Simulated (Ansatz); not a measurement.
## Hf on several prototypes: a ranking of structure types by relaxed energy, step by step

With Ansatz 0.2.0 through its Python package.

Run as a notebook:

**Cell 1**
```python
import ansatz as az
import numpy as np
import spglib


def sc(a_site, a):
    return (
        az.Lattice.cubic(a)
        .space_group(221)
        .atom(a_site, (0, 0, 0))
    )


def fcc(A, a):
    return (
        az.Lattice.fcc(a)
        .space_group(225)
        .atom(A, (0, 0, 0))
        .primitive()
    )
```

**Cell 2**
```python
def hcp(A, a):
    return (
        az.Lattice.from_parameters(a, a, 1.633 * a, alpha=90, beta=90, gamma=120)
        .space_group(194)
        .atom(A, (1 / 3, 2 / 3, 0.25))
    )
```

**Cell 3**
```python
def solve(name, crystal, relax=True):
    calc = (
        crystal.calculation()
        .functional('lda')
        .basis(460)
        .kpoints(spacing=0.33)
        .occupations('fermi_dirac', width=0.05)
        .stress()
        .band_table()
    )
    if relax:
        calc = calc.relax(force_tolerance=0.01, cell=True)
    return calc.run(threads=1, pin='off')
```

**Cell 4**
```python
def bulk_modulus(name, outcome, step=0.01):
    # B = -V dP/dV from the pressures of two uniformly scaled cells, atoms held at their fractions
    pressure = []
    for factor in (1 - step, 1.0, 1 + step):
        cell = az.Crystal(lattice=az.Lattice.of(outcome.lattice.cell_ang * factor ** (1 / 3)))
        for site in outcome.report['lattice']['sites']:
            cell = cell.atom(site['symbol'], site['position_frac'])
        pressure.append(np.trace(solve(name, cell, relax=False).report['stress_gpa']) / 3)
    slope, bend = (pressure[0] - pressure[2]) / (2 * step), abs(pressure[0] + pressure[2] - 2 * pressure[1])
    # a jump of mesh or basis between the cells shows as a kink: no modulus then
    return float(slope) if bend < 12 * step**2 * abs(slope) + 0.15 and abs(pressure[1]) < 1.5 else float('nan')
```

**Cell 5**
```python
def relaxed_twice(name, crystal):
    # the second pass draws mesh and plane waves anew for the relaxed cell
    first = solve(name, crystal)
    again = az.Crystal(lattice=az.Lattice.of(first.lattice.cell_ang))
    for site in first.report['lattice']['sites']:
        again = again.atom(site['symbol'], site['position_frac'])
    return solve(name, again)
```

**Cell 6**
```python
def volume_per_atom(outcome):
    return abs(np.linalg.det(outcome.lattice.cell_ang)) / len(outcome.lattice.sites)


def pressure_gpa(outcome):
    return float(np.trace(outcome.report['stress_gpa']) / 3)
```

**Cell 7**
```python
def space_group(outcome):
    sites = outcome.report['lattice']['sites']
    kinds = sorted({site['symbol'] for site in sites})
    cell = (outcome.lattice.cell_ang, [site['position_frac'] for site in sites], [kinds.index(site['symbol']) for site in sites])
    return spglib.get_spacegroup(cell, symprec=0.01)
```

**Cell 8**
```python
# a is a first guess in angstrom
phases = {}
phases['sc'] = sc('Hf', 2.91)
phases['fcc'] = fcc('Hf', 4.47)
phases['hcp'] = hcp('Hf', 3.16)
```

**Cell 9**
```python
done = {}
for name, crystal in phases.items():
    try:
        done[name] = relaxed_twice(name, crystal)
    except az.NonConvergedError as error:
        print(name, 'did not converge:', str(error)[:120])
```

**Cell 10**
```python
energy = {name: o.report['energy_sigma0_ev'] / len(o.lattice.sites) for name, o in done.items()}
lowest = min(energy.values())
rows = [(name, len(o.lattice.sites), 1000 * (energy[name] - lowest), volume_per_atom(o), pressure_gpa(o), space_group(o), bulk_modulus(name, o)) for name, o in done.items()]
rows.sort(key=lambda row: row[2])
print('| phase | atoms | dE (meV/atom) | V (A^3/atom) | P (GPa) | space group | B (GPa) |')
print('| --- | --- | --- | --- | --- | --- | --- |')
for row in rows:
    print(f'| {row[0]} | {row[1]:d} | {row[2]:.1f} | {row[3]:.3f} | {row[4]:.2f} | {row[5]} | {row[6]:.0f} |')
print('order:', ' < '.join(row[0] for row in rows))
```
Output:
```text
| phase | atoms | dE (meV/atom) | V (A^3/atom) | P (GPa) | space group | B (GPa) |
| --- | --- | --- | --- | --- | --- | --- |
| hcp | 2 | 0.0 | 20.836 | -0.03 | P6_3/mmc (194) | 125 |
| fcc | 1 | 83.0 | 20.617 | -0.01 | Fm-3m (225) | 112 |
| sc | 1 | 1088.7 | 22.504 | -0.01 | Pm-3m (221) | 87 |
order: hcp < fcc < sc
```

Notes:
- For the metals among these phases the mesh is modest: differences between phases can be off by up to 40 meV an atom.
- Pressure is positive in compression.
- Spin-orbit coupling, which matters for elements this heavy, is left out.
- The cells are built on prototypes, so most aren't the phase found in nature. Rows bear the name of their start, and a relaxation keeps or raises the symmetry. Differences under about 40 meV an atom lie within the error of mesh and functional.
- Run time: 37 s on 1 thread of Arm Neoverse V2, on a shared host, peak memory 0.42 GiB.

(Lines on the test bed's own set-up are left out of the output.)
